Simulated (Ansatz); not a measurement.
# CH6NPSi (SMILES C1NP[SiH2]1) at MP2/def2-SVP

Aim: the vertical ionisation energy of CH6NPSi at MP2/def2-SVP, from 2 runs. 

The results are computed with Ansatz 0.2.0.

102 further runs of the same task are left out: 102 set aside as unsound or not needed. Runs told in other sessions of the task aren't counted.

### Step 1. The structure to begin with

CH6NPSi: 10 atoms, total charge 0, spin state singlet. As SMILES, `C1NP[SiH2]1`. The coordinates come from a PBE0-D4/def2-TZVP relaxation.

Bond lengths: C1–N2 1.466 Å, N2–P3 1.737 Å, C1–Si4 1.900 Å, P3–Si4 2.263 Å, C1–H5 1.094 Å, C1–H6 1.100 Å, N2–H7 1.012 Å, P3–H8 1.446 Å, Si4–H9 1.486 Å, Si4–H10 1.487 Å. Some angles: C1–N2–P3 108.8°, N2–C1–Si4 91.6°, N2–P3–Si4 73.5°, C1–Si4–P3 77.1°, C1–N2–H7 117.6°, P3–N2–H7 119.0°, N2–C1–H5 113.0°, N2–C1–H6 113.4°, Si4–C1–H5 118.7°, Si4–C1–H6 110.6°.

### Step 2. The energy at MP2/def2-SVP

Contents of in.yaml:

```yaml
basis:
  gaussian:
    orbitals: def2-SVP
crystal:
  periodic: [false, false, false]
  atoms:
    - {symbol: C, position_ang: [-0.518900, 0.753700, -0.280300]}
    - {symbol: "N", position_ang: [0.388700, 0.867200, 0.865200]}
    - {symbol: P, position_ang: [0.973900, -0.716000, 1.275900]}
    - {symbol: Si, position_ang: [0.382300, -0.797300, -0.907400]}
    - {symbol: H, position_ang: [-0.525900, 1.647300, -0.910700]}
    - {symbol: H, position_ang: [-1.554200, 0.512400, 0.003600]}
    - {symbol: H, position_ang: [0.126500, 1.500500, 1.609100]}
    - {symbol: H, position_ang: [-0.253100, -1.393600, 1.631500]}
    - {symbol: H, position_ang: [1.493100, -0.499900, -1.848100]}
    - {symbol: H, position_ang: [-0.429200, -1.925500, -1.435800]}
correlation:
  method: mp2
  frozen_orbitals: {C: 1, H: 0, "N": 1, P: 5, Si: 5}
accuracy: high
```

Launch:

```console
$ ansatz run in.yaml --threads 1 --pin off --max-ram 3480MiB --events-out events.jsonl --progress --plain --runs-dir runs
```

Output:

```text
Warning: RAYON_NUM_THREADS=1 ignored (pool sized by the plan → 1); use --threads N
Functional definition: HF
  name "HF"
  exchange = exact_x
  correlation = 0
2170 factors; integrals over basis functions are off by at most 3.6e-9 eV
mean field evaluation 1: about -19730.8998 eV, gradient 2.6e1 eV
mean field evaluation 2: about -19730.9085 eV, gradient 2.6e1 eV
mean field evaluation 4: about -19733.0026 eV, gradient 3.8e0 eV
mean field evaluation 8: about -19733.0502 eV, gradient 2.4e-4 eV
mean field -19733.05021697 eV, -725.1762199318 hartree, gradient 1.9e-8 eV, S^2 0.000000; 0 other end points of the search recorded, 0 dependent functions left out
12 core orbitals not correlated: weight in the atoms' cores, before any rotation towards them, 1.000 or more for the frozen orbitals, at most 0.000 for the correlated occupied ones
reference -19733.05021697 eV, -725.1762199318 hartree; 12, 12 occupied and 70, 70 virtual orbitals, 2170 factors
second order -14.16629797 eV of doubles, -0.00000000 eV of singles
Total energy: -19747.21651494 eV, -725.6968217799 hartree
```

Wall time 4.2 s (1 thread of Arm Neoverse V2, shared host); peak memory 0.28 GiB.

### Step 3. The doublet cation at the same level

Contents of run.yaml:

```yaml
basis:
  gaussian: {orbitals: def2-SVP}
crystal:
  periodic: [false, false, false]
  atoms:
    - {symbol: C, position_ang: [-0.518900, 0.753700, -0.280300]}
    - {symbol: "N", position_ang: [0.388700, 0.867200, 0.865200]}
    - {symbol: P, position_ang: [0.973900, -0.716000, 1.275900]}
    - {symbol: Si, position_ang: [0.382300, -0.797300, -0.907400]}
    - {symbol: H, position_ang: [-0.525900, 1.647300, -0.910700]}
    - {symbol: H, position_ang: [-1.554200, 0.512400, 0.003600]}
    - {symbol: H, position_ang: [0.126500, 1.500500, 1.609100]}
    - {symbol: H, position_ang: [-0.253100, -1.393600, 1.631500]}
    - {symbol: H, position_ang: [1.493100, -0.499900, -1.848100]}
    - {symbol: H, position_ang: [-0.429200, -1.925500, -1.435800]}
total_charge: 1
magnetization: {spin_polarized: true, initial_magnetization: 1}
correlation: {method: mp2, frozen_orbitals: {C: 1, H: 0, "N": 1, P: 5, Si: 5}}
accuracy: high
```

Launch:

```console
$ ansatz run run.yaml --threads 1 --pin off --max-ram 3480MiB --events-out events.jsonl --progress --plain --runs-dir runs
```

Output (excerpt; [...] marks lines left out):

```text
Warning: RAYON_NUM_THREADS=1 ignored (pool sized by the plan → 1); use --threads N
[... 2 set-up lines as earlier in the session ...]
[...]
2170 factors; integrals over basis functions are off by at most 3.6e-9 eV
[...]
mean field -19725.20178903 eV, -724.8877955250 hartree, gradient 2.0e-8 eV, S^2 0.771249; 6 other end points of the search recorded, 0 dependent functions left out
12 core orbitals not correlated: weight in the atoms' cores, before any rotation towards them, 1.000 or more for the frozen orbitals, at most 0.000 for the correlated occupied ones
reference -19725.20178903 eV, -724.8877955250 hartree; 12, 11 occupied and 70, 71 virtual orbitals, 2170 factors
second order -13.06739402 eV of doubles, -0.00000000 eV of singles
Total energy: -19738.26918305 eV, -725.3680133977 hartree
```

Run time: 11 s. Hardware: 1 thread of Arm Neoverse V2, shared host; peak memory 0.37 GiB.

### Step 4. What came out

At MP2/def2-SVP, 12 core orbitals frozen:

```
                                                     quantity          value
                                singlet CH6NPSi: total energy  -725.69682 Eh
singlet CH6NPSi: correlation energy (12 core orbitals frozen)     -520.6 mEh
                                 doublet cation: total energy  -725.36801 Eh
 doublet cation: correlation energy (12 core orbitals frozen)     -480.2 mEh
            doublet cation: ⟨S²⟩ of the reference determinant          0.771
           vertical ionisation energy (to the doublet cation)       8.947 eV
```

**Reading.** The vertical ionisation energy comes to 8.95 eV (863 kJ/mol).
